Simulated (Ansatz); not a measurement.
**C2H3ClOSi: basis-set convergence**

Aim: see how fast density functionals converge with the basis set for C2H3ClOSi.

Method: one geometry, several basis sets; program: Ansatz 0.2.0, Gaussian basis.

Plan: PBE0-D4/def2-SVP; ωB97M-V/def2-SVP; PBE0-D4/def2-QZVPP; ωB97M-V/def2-QZVPP; the functionals' def2-TZVPP values are taken from earlier runs.

### 1 Structure used throughout

The geometry comes from an earlier relaxation with PBE0-D4 in a triple-zeta def2 set; it is a stationary point, not always the lowest conformer.

SMILES `OC1=C[SiH]1Cl`, 8 atoms, charge 0, spin multiplicity 1.

Atoms are counted from 1 here; the program's logs count them from 0.

Bond lengths: O1–C2 1.328 Å, O1–H6 0.966 Å, C2–C3 1.346 Å, C2–Si4 1.787 Å, C3–Si4 1.789 Å, C3–H7 1.083 Å, Si4–Cl5 2.051 Å, Si4–H8 1.476 Å. Angles: C2–O1–H6 109.5°, O1–C2–C3 138.3°, O1–C2–Si4 153.7°, C3–C2–Si4 68.0°, C2–C3–Si4 67.8°, C2–C3–H7 136.8°, Si4–C3–H7 155.4°, C2–Si4–C3 44.2°, C2–Si4–Cl5 122.7°, C2–Si4–H8 124.9°, C3–Si4–Cl5 122.8°, C3–Si4–H8 125.1°, Cl5–Si4–H8 105.9°.

### 2 PBE0-D4 in def2-SVP

Contents of in.yaml:

```yaml
crystal:
  periodic: [false, false, false]
  atoms:
    - {symbol: O, position_ang: [1.676859, 0.700026, 0.833801]}
    - {symbol: C, position_ang: [0.546615, 0.285225, 0.272625]}
    - {symbol: C, position_ang: [-0.729570, 0.054863, 0.634099]}
    - {symbol: Si, position_ang: [-0.434978, -0.326512, -1.089269]}
    - {symbol: Cl, position_ang: [-0.281151, -2.246925, -1.792344]}
    - {symbol: H, position_ang: [1.528771, 0.866698, 1.774198]}
    - {symbol: H, position_ang: [-1.317649, 0.122411, 1.541364]}
    - {symbol: H, position_ang: [-0.896696, 0.487214, -2.230275]}
basis:
  gaussian: {orbitals: def2-SVP}
hamiltonian: {xc: pbe0, dispersion: d4}
output: {orbitals: {seedname: orbitals}}
```

Started as:

```console
$ ansatz run in.yaml --threads 2 --pin off --events-out ev --progress --plain --max-ram 4352MiB
```

The runs that follow: ωB97M-V in def2-SVP; PBE0-D4 in def2-QZVPP; ωB97M-V in def2-QZVPP.

Q: Predict the results of all the runs planned. Wanted: PBE0-D4: double and triple zeta above quadruple; ωB97M-V: double and triple zeta above quadruple.

The runs gave:

| quantity | value |
| --- | --- |
| PBE0-D4: double and triple zeta above quadruple | 12.85, 0.86 eV |
| ωB97M-V: double and triple zeta above quadruple | 12.89, 0.81 eV |

In words: PBE0-D4 gains 11.99 eV from double to triple zeta, then 0.86 eV more. Total energies overstate the basis error of differences, where much of it tends to cancel. The LUMO of ωB97M-V is positive and keeps falling with the basis (2.35 to 1.21 eV): an unbound level that the basis holds in place.
